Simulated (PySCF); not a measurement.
**A diatomic session: MgHg**

One table from this session's results is given with a row withheld; the runs are named, their logs left out.

The runs use PySCF 2.14.0; Mg def2-SVPD, Hg def2-SVPD with ECP60, scalar-relativistic core potentials.

Set-up of the first run:

The job is set up so:

```json
{"atoms": "Mg, Hg", "charge": "0", "basis": "Mg def2-SVPD, Hg def2-SVPD with ECP60", "Hamiltonian": "scalar-relativistic core potentials", "basis functions": "56", "electrons treated": "32", "masses in u": "23.9850, 201.9706", "levels": "PBE0, PBE, r²SCAN, B2PLYP, revPBE, M06-L, HSE06, HF, MP2, SCS-MP2, CCSD, CCSD(T)", "grid": "80 radial by 434 angular points", "occupations": "held fixed by the projection of orbital angular momentum", "dissociation limit": "Mg + Hg, each in its ground configuration", "starting distance in angstrom": "2.730", "values of 2S to try": "0, 2"}
```

Command:

```console
OMP_NUM_THREADS=1 python dia.py task.json out
```

Among the steps run: The job; PBE0 along the bond; Higher solutions at PBE0; PBE; r²SCAN (meta-GGA); B2PLYP (double hybrid); revPBE; M06-L (meta-GGA); HSE06; RHF; Correlated methods on the Hartree–Fock reference.

One of the session's tables, all rows but one given; the rest of the session is left out.

It belongs to the step «The curves together». Energy (eV) from each level's lowest point:

```
R (Å)    RHF  RHF-MP2  RHF-SCS-MP2  RHF-CCSD  RHF-CCSD(T)
3.058  0.307    0.069        0.114       n/a          n/a
3.200  0.226    0.035        0.070     0.090        0.063
3.343  0.167    0.016        0.042     0.058        0.036
3.449  0.132    0.007        0.027     0.041        0.023
3.556  0.104    0.003        0.017     0.028        0.014
3.663      ?        ?            ?         ?            ?
3.805  0.057    0.000        0.004     0.010        0.003
3.983  0.035    0.003        0.000     0.003        0.000
4.196  0.016    0.008        0.000     0.000        0.000
4.481  0.000    0.018        0.003       n/a          n/a
```

Q: Estimate the row for R (Å) = 3.663 from the others.

Worked estimate for «RHF». A straight line through the neighbours (3.556, 0.104) and (3.805, 0.057) gives 0.104 + (0.057 − 0.104) × (3.663 − 3.556) / (3.805 − 3.556) = 0.084; a parabola fitted to 4 rows on both sides gives 0.081.

The run gave: RHF: 0.081; RHF-MP2: 0.000; RHF-SCS-MP2: 0.010; RHF-CCSD: 0.019; RHF-CCSD(T): 0.008. In «RHF» the line misses by +0.003 and the parabola by 0.000.

Limits of these values: The bond is weak, and basis-set superposition, which was not computed, may be a sizeable part of it.
